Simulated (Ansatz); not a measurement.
**AlBBrH3: functionals against CCSD(T) at one geometry**

The task here is to estimate one member of a computed series from the others.

The runs use Ansatz 0.2.0, Gaussian basis; single points in def2-TZVPP.

Correlated methods freeze the cores. Filled d shells of the heavier atoms are correlated.

### The system as given

6 atoms, charge 0, spin multiplicity 1.

Atoms are counted from 1 here; the program's logs count them from 0.

Bond lengths: Al1–B2 2.079 Å, Al1–H4 1.556 Å, Al1–H5 1.577 Å, B2–Br3 1.846 Å, B2–H6 1.163 Å. Angles: B2–Al1–H4 122.8°, B2–Al1–H5 134.4°, H4–Al1–H5 102.7°, Al1–B2–Br3 97.0°, Al1–B2–H6 136.8°, Br3–B2–H6 124.0°.

As a file:

```xyz
6
charge 0, multiplicity 1
Al   -0.7930    0.4523   -0.4609
B     0.7024   -0.1382    0.8576
Br    0.8444   -1.8821    0.2702
H    -1.5741   -0.5536   -1.3555
H    -1.4899    1.8271   -0.7937
H     1.4864    0.3836    1.5403
```

The first run:

The input, run/in.yaml:

```yaml
crystal:
  periodic: [false, false, false]
  atoms:
    - {symbol: Al, position_ang: [-0.793000, 0.452300, -0.460900]}
    - {symbol: B, position_ang: [0.702400, -0.138200, 0.857600]}
    - {symbol: Br, position_ang: [0.844400, -1.882100, 0.270200]}
    - {symbol: H, position_ang: [-1.574100, -0.553600, -1.355500]}
    - {symbol: H, position_ang: [-1.489900, 1.827100, -0.793700]}
    - {symbol: H, position_ang: [1.486400, 0.383600, 1.540300]}
basis:
  gaussian: {orbitals: def2-TZVPP}
correlation: {method: ccsd_t}
output: {forces: true}
```

The command line of these runs was not kept.

Among the steps run: CCSD(T)/def2-TZVPP; PBE0-D4/def2-TZVPP; wB97M-V/def2-TZVPP; r2SCAN-D4/def2-TZVPP; PBE-D4/def2-TZVPP; B97M-V/def2-TZVPP; CAM-B3LYP-D4/def2-TZVPP.

One of the session's tables, all rows but one given; the rest of the session is left out.

| method | RMS force component (eV/Å) | angle to CCSD(T) forces (°) | dipole (D) |
| --- | --- | --- | --- |
| CCSD(T) | 0.777 | reference | 1.59 |
| PBE0-D4 | ? | ? | ? |
| wB97M-V | 0.728 | 3.1 | 1.60 |
| r2SCAN-D4 | 0.753 | 3.5 | 1.65 |
| PBE-D4 | 0.751 | 9.1 | 1.65 |
| B97M-V | 0.696 | 5.3 | 1.91 |
| CAM-B3LYP-D4 | 0.739 | 4.5 | 1.57 |

Q: Estimate the row for PBE0-D4 from the others.

The run gave: RMS force component (eV/Å): 0.718; angle to CCSD(T) forces (°): 5.1; dipole (D): 1.61. In the column «RMS force component (eV/Å)» it lies between B97M-V (0.696) and wB97M-V (0.728).
